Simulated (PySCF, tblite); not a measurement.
# C₄H₁₀F₂Si₂: geometry, infrared bands and NMR shifts

Wanted: the infrared bands and NMR shifts of C₄H₁₀F₂Si₂ (`C[Si@@H]1C[SiH2][C@@H]1C(F)F`), by calculation.

Computed with tblite 0.8.0 and PySCF 2.14.0, with density-fitted response routines of our own, on a single molecule in the gas phase. Atoms count from 0, in the outputs and in this text.

**1. Starting geometry**

18 atoms, charge 0, multiplicity 1; geometry from: force field or distance geometry start.

Bonds of the start (Å): C0–Si1 1.86, Si1–C2 1.87, C2–Si3 1.88, Si3–C4 1.88, C4–C5 1.51, C5–F6 1.37, C5–F7 1.37, C4–Si1 1.84, C0–H8 1.11, C0–H9 1.10, C0–H10 1.10, Si1–H11 1.47, C2–H12 1.09, C2–H13 1.10, Si3–H14 1.49, Si3–H15 1.44, C4–H16 1.09, C5–H17 1.12.

**2. Relaxing the molecule with GFN2-xTB**

Job settings and geometry (Å):

```
{"job": {"kind": "relax", "xc": "GFN2-xTB", "basis": "xTB"}, "charge": 0, "multiplicity": 1}
C      1.977500     1.273000    -0.174100
Si     0.749900     0.230400     0.749300
C      0.575200    -1.538400     0.159100
Si    -1.210300    -1.370300     0.732900
C     -1.029800     0.456700     0.339800
C     -1.346000     0.662900    -1.121600
F     -0.738900     1.766600    -1.669300
F     -1.084100    -0.457400    -1.868800
H      2.111700     2.266100     0.304000
H      1.653000     1.375600    -1.221100
H      2.938100     0.739000    -0.167600
H      1.086400     0.194900     2.176000
H      0.622800    -1.657800    -0.922500
H      1.202800    -2.218900     0.753700
H     -1.248600    -1.589600     2.206400
H     -2.195800    -2.077500    -0.038600
H     -1.626400     1.113100     0.974100
H     -2.446300     0.837800    -1.223300
```

On the command line:

```
$ OMP_NUM_THREADS=1 python probes_run.py task.json out
```

This one command runs all jobs of the session in turn.

**Question.** This job is followed by: GFN2-xTB harmonic vibrations, gas phase; GIAO PBE0/pcSseg-1 NMR shielding, non-relativistic, gas phase. What will the session give for the following? strongest single infrared mode (GFN2-xTB); zero-point energy (GFN2-xTB); 13C shifts against TMS (PBE0/pcSseg-1); 1H shifts against TMS (PBE0/pcSseg-1, means over atoms taken as alike); 29Si shifts against TMS (PBE0/pcSseg-1); 19F shifts against CFCl3 (PBE0/pcSseg-1); surface potential, 1st and 99th percentile.

The runs gave:

```
                                                              quantity                                               value
                             strongest single infrared mode (GFN2-xTB)                               2250 cm⁻¹, 448 km/mol
                                          zero-point energy (GFN2-xTB)                                       79.4 kcal/mol
                                13C shifts against TMS (PBE0/pcSseg-1)                         124.4, 27.8, -0.8, -5.2 ppm
1H shifts against TMS (PBE0/pcSseg-1, means over atoms taken as alike)  6.36, 5.16, 4.84, 4.80, 1.75, 0.66, 0.58, 0.36 ppm
                               29Si shifts against TMS (PBE0/pcSseg-1)                                     -8.9, -41.3 ppm
                              19F shifts against CFCl3 (PBE0/pcSseg-1)                                  -107.6, -127.2 ppm
                                 surface potential, 1st and 99th percentile                                  -0.96 V and 1.13 V
```

**Reading.** The optimisation took 108 steps and gained 0.765 eV; among the close pairs (by a distance rule), Si1–C4 changed most, from 1.840 to 1.939 Å. All 48 modes are real, so the xTB geometry is a minimum. The strongest single mode, at 2250 cm⁻¹, moves mainly H14. GFN2-xTB is a fitted tight-binding method: band positions and strengths are rough. Its intensities can rank the bands wrongly. The most deshielded hydrogen is H17 (hydrogen on an sp3 CH bonded to 2 F), at 6.36 ppm: its carbon carries F, hence the downfield position. At PBE0/pcSseg-1: The widest tensor belongs to F7: span 163 ppm, with a paramagnetic part of -179 ppm.
